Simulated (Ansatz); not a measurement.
**ClGeH3Se: rigid scan of one bond length**

How does the energy of ClGeH3Se change as one bond is stretched? Wanted for ClGeH3Se: a rigid scan of one bond length.

Computed with the Python package of Ansatz 0.2.0. Level of theory: CAM-B3LYP/def2-SVP.

## Step 1: The structure

Bond lengths: Cl1–Ge2 2.102 Å, Ge2–Se3 2.333 Å, Ge2–H4 1.540 Å, Ge2–H5 1.562 Å, Se3–H6 1.555 Å. Angles: Cl1–Ge2–Se3 108.7°, Cl1–Ge2–H4 111.9°, Cl1–Ge2–H5 110.3°, Se3–Ge2–H4 108.6°, Se3–Ge2–H5 110.1°, H4–Ge2–H5 107.2°, Ge2–Se3–H6 90.9°.

No structure file is read: the coordinates are typed or built in the script.

## Step 2: Script

The input, scan_clgeh3se.py:

```python
# -*- coding: utf-8 -*-
"""Stretching a bond of ClGeH3Se, the rest held rigid."""

import ansatz as az
import numpy as np

geometry_ang = [
    ("Cl", (-2.3321, 0.6934, -0.3665)),
    ("Ge", (-0.3483, -0.0012, -0.4007)),
    ("Se", (0.577, 0.2701, 1.7234)),
    ("H", (-0.2676, -1.4898, -0.7857)),
    ("H", (0.4859, 0.7935, -1.4557)),
    ("H", (1.9272, -0.33, 1.239)),
]
geometry = az.Crystal.molecule()
for symbol, xyz in geometry_ang:
    geometry = geometry.atom(symbol, xyz)

symbols = [site.symbol for site in geometry.cartesian_sites]
start = np.array([site.position_ang for site in geometry.cartesian_sites])
axis = (start[0] - start[1]) / np.linalg.norm(start[0] - start[1])
moving = [0]
lengths, energies = [1.85, 1.934, 2.018, 2.102, 2.186, 2.27, 2.354, 2.481], []
for length in lengths:
    xyz = start.copy()
    xyz[moving] += (length - np.linalg.norm(start[0] - start[1])) * axis
    point = az.Crystal.molecule()
    for symbol, place in zip(symbols, xyz):
        point = point.atom(symbol, place.tolist())
    calculation = point.calculation().basis(gaussian="def2-SVP").functional("cam_b3lyp")
    report = calculation.run(threads=1, pin="off").report
    energies.append(report["free_energy_ev"])
    print(f"r = {length:6.3f} A  E = {energies[-1]:.5f} eV  <S^2> = {abs(report['mean_field']['state']['spin_squared']):.3f}")

# quartic fit about the minimum
fit = np.polynomial.Polynomial.fit(lengths, np.array(energies) - min(energies), 4).convert()
roots = [r.real for r in fit.deriv().roots() if abs(r.imag) < 1e-9 and fit.deriv(2)(r.real) > 0]
r_e = min(roots, key=lambda r: abs(r - lengths[int(np.argmin(energies))]))
print(f"minimum of the fit at {r_e:.4f} A, force constant {fit.deriv(2)(r_e):.2f} eV/A^2")
```

## Step 3: The input behind the calls

The package turns the script's settings into the engine's input (first run):

```yaml
crystal:
  periodic: [false, false, false]
  atoms:
    - { symbol: Cl, position_ang: [-2.0941327603796007, 0.6100790782133636, -0.3706024698029124] }
    - { symbol: Ge, position_ang: [-0.3483, -0.0012, -0.4007] }
    - { symbol: Se, position_ang: [0.577, 0.2701, 1.7234] }
    - { symbol: H, position_ang: [-0.2676, -1.4898, -0.7857] }
    - { symbol: H, position_ang: [0.4859, 0.7935, -1.4557] }
    - { symbol: H, position_ang: [1.9272, -0.33, 1.239] }
basis:
  gaussian:
    orbitals: def2-SVP
hamiltonian:
  xc: cam_b3lyp
```

## Step 4: Running it

On the command line:

```console
> python scan_clgeh3se.py
```

**Question.** What results will this script give? Wanted: range of energy; lowest point, distance.

As calculated:

| quantity | value |
| --- | --- |
| bond length at the fit's minimum | 2.1470 Å |
| runs compared | 8 |
| range of energy | 1.226 eV |
| lowest point, distance (Å) | 2.19 |

The lowest point, at 2.19, lies inside the range. The ends stand 1.23 and 0.61 eV above it. The distance scanned is the script's pair 1, 0. Reading the output:
- The rest of the molecule is held rigid at a force-field or estimated start geometry, and the basis set is modest; single-reference methods fail as a bond breaks.
- The orbitals are restricted, so S² is zero by construction.
